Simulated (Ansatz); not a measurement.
**CH9BGeSi: how energies converge with the basis set**

One table from this session's results is given with a row withheld; the runs are named, their logs left out.

Computed with Ansatz 0.2.0, Gaussian basis. Level: one geometry, several basis sets.

Plan: PBE0-D4/def2-SVP; ωB97M-V/def2-SVP; PBE0-D4/def2-QZVPP; ωB97M-V/def2-QZVPP; the functionals' def2-TZVPP values are taken from earlier runs.

### The relaxed structure

The geometry comes from an earlier relaxation with PBE0-D4 in a triple-zeta def2 set; it is a stationary point, not always the lowest conformer.

SMILES `C[SiH2][BH][GeH3]`, 13 atoms, charge 0, spin multiplicity 1.

Atoms are counted from 1 here; the program's logs count them from 0.

Bond lengths: C1–Si2 1.875 Å, C1–H5 1.093 Å, C1–H6 1.092 Å, C1–H7 1.092 Å, Si2–B3 2.004 Å, Si2–H8 1.499 Å, Si2–H9 1.492 Å, B3–Ge4 2.057 Å, B3–H10 1.197 Å, Ge4–H11 1.546 Å, Ge4–H12 1.541 Å, Ge4–H13 1.539 Å. Angles: Si2–C1–H5 110.8°, Si2–C1–H6 111.0°, Si2–C1–H7 110.7°, H5–C1–H6 108.0°, H5–C1–H7 107.9°, H6–C1–H7 108.2°, C1–Si2–B3 115.1°, C1–Si2–H8 109.7°, C1–Si2–H9 110.0°, B3–Si2–H8 102.8°, B3–Si2–H9 111.9°, H8–Si2–H9 106.8°, Si2–B3–Ge4 123.1°, Si2–B3–H10 119.3°, Ge4–B3–H10 117.5°, B3–Ge4–H11 106.0°, B3–Ge4–H12 113.6°, B3–Ge4–H13 114.8° and more.

The first run:

Input file in.yaml:

```yaml
crystal:
  periodic: [false, false, false]
  atoms:
    - {symbol: C, position_ang: [-1.269967, 1.441795, -0.368752]}
    - {symbol: Si, position_ang: [-0.108981, 1.020017, 1.042442]}
    - {symbol: B, position_ang: [1.121903, -0.523947, 0.699495]}
    - {symbol: Ge, position_ang: [0.793648, -1.916613, -0.778090]}
    - {symbol: H, position_ang: [-0.710549, 1.783138, -1.243066]}
    - {symbol: H, position_ang: [-1.963546, 2.235104, -0.082217]}
    - {symbol: H, position_ang: [-1.854147, 0.567137, -0.663680]}
    - {symbol: H, position_ang: [-0.901967, 0.555959, 2.227427]}
    - {symbol: H, position_ang: [0.634601, 2.239936, 1.473033]}
    - {symbol: H, position_ang: [2.091554, -0.664590, 1.387259]}
    - {symbol: H, position_ang: [1.518842, -1.384146, -2.035818]}
    - {symbol: H, position_ang: [-0.690829, -2.071393, -1.160424]}
    - {symbol: H, position_ang: [1.360039, -3.317100, -0.482810]}
basis:
  gaussian: {orbitals: def2-SVP}
hamiltonian: {xc: pbe0, dispersion: d4}
output: {orbitals: {seedname: orbitals}}
```

The run is started by

```console
ansatz run in.yaml --threads 4 --pin off --events-out ev --progress --plain --max-ram 10444MiB
```

Among the steps run: PBE0-D4 in def2-SVP; ωB97M-V in def2-SVP; PBE0-D4 in def2-QZVPP; ωB97M-V in def2-QZVPP.

One table of the session follows, with a row left open; its other results are not shown here.

It belongs to the step «Density functionals: the series». 

```
functional       basis  HOMO (eV)  LUMO (eV)
   PBE0-D4    def2-SVP      -7.74      -2.63
   PBE0-D4  def2-TZVPP      -7.72      -2.66
   PBE0-D4  def2-QZVPP      -7.73      -2.67
   ωB97M-V    def2-SVP      -9.80      -0.60
   ωB97M-V  def2-TZVPP          ?          ?
   ωB97M-V  def2-QZVPP      -9.82      -0.73
```

**Question.** Estimate the row for ωB97M-V, def2-TZVPP.

As computed: HOMO (eV): -9.82; LUMO (eV): -0.71.
